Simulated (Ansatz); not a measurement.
## LiMg, space group P-6m2: an equation of state with a fit, step by step

Program: the Python package of Ansatz (0.2.0).

Typed at the interpreter:
```pycon
>>> import warnings
>>> import ansatz as az
>>> from ase.eos import EquationOfState
>>> from ase.units import GPa
>>> import numpy as np
>>> SCF_TOL = 1e-10
>>> SMEARING = 'fermi_dirac'
>>> WIDTH_EV = 0.05
>>> ECUT = 420
>>> KGRID = (8, 8, 2)
>>> VECTORS = np.array([
...     [3.135932, 0.0, 0.0],
...     [-1.567966, 2.715797, 0.0],
...     [0.0, 0.0, 15.198304],
... ])
>>> SITES = [
...     ('Li', (0.0, 0.0, 0.665998)),
...     ('Li', (2 / 3, 1 / 3, 0.5)),
...     ('Li', (0.0, 0.0, 0.334002)),
...     ('Mg', (0.0, 0.0, 0.0)),
...     ('Mg', (2 / 3, 1 / 3, 0.829254)),
...     ('Mg', (2 / 3, 1 / 3, 0.170746)),
... ]
>>> def make_crystal(cell):
...     crystal = az.Crystal(lattice=az.Lattice.of(cell))
...     for symbol, position in SITES:
...         crystal = crystal.atom(symbol, position)
...     return crystal
...
>>> warnings.simplefilter('ignore', az.DeckWarning)
>>> volumes, energies, pressures = [], [], []
>>> for scale in np.linspace(0.94, 1.06, 7):
...     cell = VECTORS * scale ** (1 / 3)
...     calculation = (
...         make_crystal(cell).calculation()
...         .scf(tolerance=SCF_TOL)
...         .functional(az.Functional.PBESOL)
...         .occupations(SMEARING, width=WIDTH_EV)
...         .pseudopotentials('paw')
...         .basis(ECUT)
...         .kpoints(*KGRID)
...         .stress()
...     )
...     rep = calculation.run(threads=1).report
...     volumes.append(abs(np.linalg.det(cell)) / len(SITES))
...     energies.append(rep['free_energy_ev'] / len(SITES))
...     pressures.append(np.trace(rep['stress_gpa']) / 3)
...     print(f'V = {volumes[-1]:8.4f} A^3/atom  F = {energies[-1]:.5f} eV/atom  P = {pressures[-1]:8.3f} GPa')
...
V =  20.2785 A^3/atom  F = -1057.53601 eV/atom  P =    1.637 GPa
V =  20.7100 A^3/atom  F = -1057.53954 eV/atom  P =    0.991 GPa
V =  21.1414 A^3/atom  F = -1057.54140 eV/atom  P =    0.404 GPa
V =  21.5729 A^3/atom  F = -1057.54176 eV/atom  P =   -0.128 GPa
V =  22.0043 A^3/atom  F = -1057.54076 eV/atom  P =   -0.612 GPa
V =  22.4358 A^3/atom  F = -1057.53851 eV/atom  P =   -1.052 GPa
V =  22.8672 A^3/atom  F = -1057.53513 eV/atom  P =   -1.452 GPa
>>> eos = EquationOfState(volumes, energies, eos='birchmurnaghan')
>>> v0, e0, bulk = eos.fit()
>>> print(f'V0 = {v0:.4f} A^3/atom, E0 = {e0:.5f} eV/atom, B = {bulk / GPa:.1f} GPa')
V0 = 21.4651 A^3/atom, E0 = -1057.54181 eV/atom, B = 25.9 GPa
```

A third-order Birch-Murnaghan fit through the 7 points has its minimum at 21.47 Å³ an atom, 0.5 % below the typed cell, with a bulk modulus of 26 GPa and dB/dP = 3.8. From that minimum the energy rises by 5.8 meV an atom on the compressed side and 6.7 meV on the expanded side.

What to keep in mind:
- Total energies depend on the potentials; only differences at equal settings carry meaning.
- Shape and fractional positions are held along the curve, so the bulk modulus is an upper value where they are free to relax, by a factor of two or more in layered or hydrogen-bonded cells.
- The mesh is modest for a metal, so energies can be off by several to tens of meV an atom and pressures by half a GPa or more; differences at equal mesh fare better.
- Pressure is positive in compression.
- The structure comes from a database of computed cells and needn't be a stable or known phase.
- Hardware and time: 32 s on 1 thread of Arm Neoverse V2, on a shared host, peak memory 0.4 GiB.
